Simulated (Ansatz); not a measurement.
# H2C18O: the cost of one run

Program: Ansatz 0.2.0. Level of theory: DFT PBE, plane waves, PAW, scalar-relativistic, no spin polarisation. These are calculated values, not measurements.

## 1. The system as given

The cell holds 21 atoms (C18H2O): a = 7.398 Å, b = 7.398 Å, c = 11.000 Å, α = 90.00°, β = 90.00°, γ = 120.00°.

As a file:

```
CELL_PARAMETERS angstrom
7.39800 0.00000 0.00000
-3.69900 6.40686 0.00000
0.00000 0.00000 11.00000
ATOMIC_POSITIONS crystal
C 0.00000 0.00000 0.09091
C 0.22222 0.11111 0.09091
C 0.00000 0.33333 0.09091
C 0.22222 0.44444 0.09091
C 0.00000 0.66667 0.09091
C 0.22222 0.77778 0.09091
C 0.33333 0.00000 0.09091
C 0.55556 0.11111 0.09091
C 0.33333 0.33333 0.09091
C 0.55556 0.44444 0.09091
C 0.33333 0.66667 0.09091
C 0.55556 0.77778 0.09091
C 0.66667 0.00000 0.09091
C 0.88889 0.11111 0.09091
C 0.66667 0.33333 0.09091
C 0.88889 0.44444 0.09091
C 0.66667 0.66667 0.09091
C 0.88889 0.77778 0.09091
O 0.70424 0.29500 0.21545
H 0.58203 0.30375 0.23364
H 0.66583 0.15343 0.23364
```

## 2. End point A

Contents of input.yaml:

```yaml
crystal:
  lattice:
    - [7.398, 0.0, 0.0]
    - [-3.699, 6.406856, 0.0]
    - [0.0, 0.0, 11.0]
  atoms:
    - { symbol: C, position: [0.0, 0.0, 0.0909091] }
    - { symbol: C, position: [0.2222222, 0.1111111, 0.0909091] }
    - { symbol: C, position: [0.0, 0.3333333, 0.0909091] }
    - { symbol: C, position: [0.2222222, 0.4444444, 0.0909091] }
    - { symbol: C, position: [0.0, 0.6666667, 0.0909091] }
    - { symbol: C, position: [0.2222222, 0.7777778, 0.0909091] }
    - { symbol: C, position: [0.3333333, 0.0, 0.0909091] }
    - { symbol: C, position: [0.5555556, 0.1111111, 0.0909091] }
    - { symbol: C, position: [0.3333333, 0.3333333, 0.0909091] }
    - { symbol: C, position: [0.5555556, 0.4444444, 0.0909091] }
    - { symbol: C, position: [0.3333333, 0.6666667, 0.0909091] }
    - { symbol: C, position: [0.5555556, 0.7777778, 0.0909091] }
    - { symbol: C, position: [0.6666667, 0.0, 0.0909091] }
    - { symbol: C, position: [0.8888889, 0.1111111, 0.0909091] }
    - { symbol: C, position: [0.6666667, 0.3333333, 0.0909091] }
    - { symbol: C, position: [0.8888889, 0.4444444, 0.0909091] }
    - { symbol: C, position: [0.6666667, 0.6666667, 0.0909091] }
    - { symbol: C, position: [0.8888889, 0.7777778, 0.0909091] }
    - { symbol: O, position: [0.7042442, 0.2950016, 0.2154545] }
    - { symbol: H, position: [0.5820329, 0.3037453, 0.2336364] }
    - { symbol: H, position: [0.6658311, 0.1534269, 0.2336364] }
basis:
  ecutwfc: 420.0
kpoints:
  mp_grid: { grid: [2, 2, 1] }
hamiltonian:
  xc: pbe
scf:
  occupations: { method: gaussian, width: 0.05 }
  lower_state_search: "off"
relax:
  f_tol: 0.03
  max_steps: 60
  adjacent_minimum: "off"
output:
  write_density: true
  write_potential: true
  elf: true
  volumetric_format: npy
```

The run is started by

```console
ansatz run input.yaml --threads 1 --pin off --max-ram 3072MiB --backend cpu --events-out ev --progress --plain --runs-dir out
```

What time and memory should one allow on 1 thread of Arm Neoverse V1, shared host?

About 4.5 min, with a peak of 0.65 GiB.
